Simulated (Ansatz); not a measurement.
# VN2: convergence and cost

Aim, for VN2: see how the k-point mesh shifted by half a step moves the results.

Method: DFT PBE, scalar-relativistic, plane waves, PAW, in Ansatz 0.2.0.

4 further runs of the same task are left out: 3 for a known fault of the program, 1 set aside as unsound or not needed. Runs told in other sessions of the task aren't counted.

## (1) The system as given

It takes space group I4/mcm (No. 140, tetragonal). Conventional cell: a = 4.301 Å, b = 4.301 Å, c = 4.983 Å, α = 90.00°, β = 90.00°, γ = 90.00°. V (site symmetry 422) has 8 N at 2.13 Å in its first shell of neighbours. N (site symmetry m2m) has 1 N at 1.40 Å and 4 V at 2.13 Å in its first shell of neighbours.

Structure file:

```xyz
6
Lattice="-2.1507 2.1507 2.4914 2.1507 -2.1507 2.4914 2.1507 2.1507 -2.4914" Properties=species:S:1:pos:R:3 pbc="T T T"
V     0.0000    0.0000    1.2457
V     0.0000    0.0000    3.7370
N     2.6459    0.4951    0.0000
N     1.6556    0.4951    2.4914
N    -0.4951    1.6556    2.4914
N     0.4951    1.6556    0.0000
```

Source of the structure: the Crystallography Open Database. It is taken as it stands there.

## (2) The base run, which the others are set against

input.yaml

```yaml
crystal:
  lattice:
    - [-2.15075, 2.15075, 2.49135]
    - [2.15075, -2.15075, 2.49135]
    - [2.15075, 2.15075, -2.49135]
  atoms:
    - { symbol: V, position: [0.25, 0.25, 0.0] }
    - { symbol: V, position: [0.75, 0.75, 0.0] }
    - { symbol: "N", position: [0.1151, 0.6151, 0.7302] }
    - { symbol: "N", position: [0.6151, 0.8849, 0.5] }
    - { symbol: "N", position: [0.8849, 0.3849, 0.2698] }
    - { symbol: "N", position: [0.3849, 0.1151, 0.5] }
basis:
  ecutwfc: 420
kpoints:
  mp_grid: { grid: [12, 12, 12] }
hamiltonian:
  xc: pbe
scf:
  occupations: { method: gaussian, width: 0.1 }
output:
  forces: true
  stress: true
  eigenvalues: true
  populations: true
```

It was run beforehand and gave: -1227.1169 eV/atom at zero smearing, pressure -0.93 GPa, largest force 0.412 eV/Å, no gap on the mesh, in 7 SCF cycles and 34 s.

## (3) K-point mesh shifted by half a step set to 6×6×6

input.yaml

```yaml
crystal:
  lattice:
    - [-2.15075, 2.15075, 2.49135]
    - [2.15075, -2.15075, 2.49135]
    - [2.15075, 2.15075, -2.49135]
  atoms:
    - { symbol: V, position: [0.25, 0.25, 0.0] }
    - { symbol: V, position: [0.75, 0.75, 0.0] }
    - { symbol: "N", position: [0.1151, 0.6151, 0.7302] }
    - { symbol: "N", position: [0.6151, 0.8849, 0.5] }
    - { symbol: "N", position: [0.8849, 0.3849, 0.2698] }
    - { symbol: "N", position: [0.3849, 0.1151, 0.5] }
basis:
  ecutwfc: 420
kpoints:
  mp_grid: { grid: [6, 6, 6], shift: [0.5, 0.5, 0.5] }
hamiltonian:
  xc: pbe
scf:
  occupations: { method: gaussian, width: 0.1 }
output:
  forces: true
  stress: true
  eigenvalues: true
```

The run is started by

```sh
$ ansatz run input.yaml --threads 1 --pin off --max-ram 2560MiB --backend cpu --events-out ev --progress --plain --runs-dir out
```

## (4) K-point mesh shifted by half a step: 8×8×8

Changes to input.yaml since step 3:

```diff
@@ -15,3 +15,3 @@
 kpoints:
-  mp_grid: { grid: [6, 6, 6], shift: [0.5, 0.5, 0.5] }
+  mp_grid: { grid: [8, 8, 8], shift: [0.5, 0.5, 0.5] }
 hamiltonian:
```

## (5) K-point mesh shifted by half a step set to 10×10×10

Changes to input.yaml since step 4:

```diff
@@ -15,3 +15,3 @@
 kpoints:
-  mp_grid: { grid: [8, 8, 8], shift: [0.5, 0.5, 0.5] }
+  mp_grid: { grid: [10, 10, 10], shift: [0.5, 0.5, 0.5] }
 hamiltonian:
```

(Steps that only read results are left out.)

Q: Predict the outcome of the series: the values and the trend.

As calculated:

| quantity | value |
| --- | --- |
| largest energy shift, k-point mesh shifted by half a step | 1.54 meV/atom at 6×6×6 |

The densest shifted mesh lands 0.03 meV/atom from the base run. The listed cell is far from this method's equilibrium (-0.9 GPa, forces up to 0.41 eV/Å), so its values are not those of the relaxed crystal.

No run allows spin polarisation, though the cell holds V.
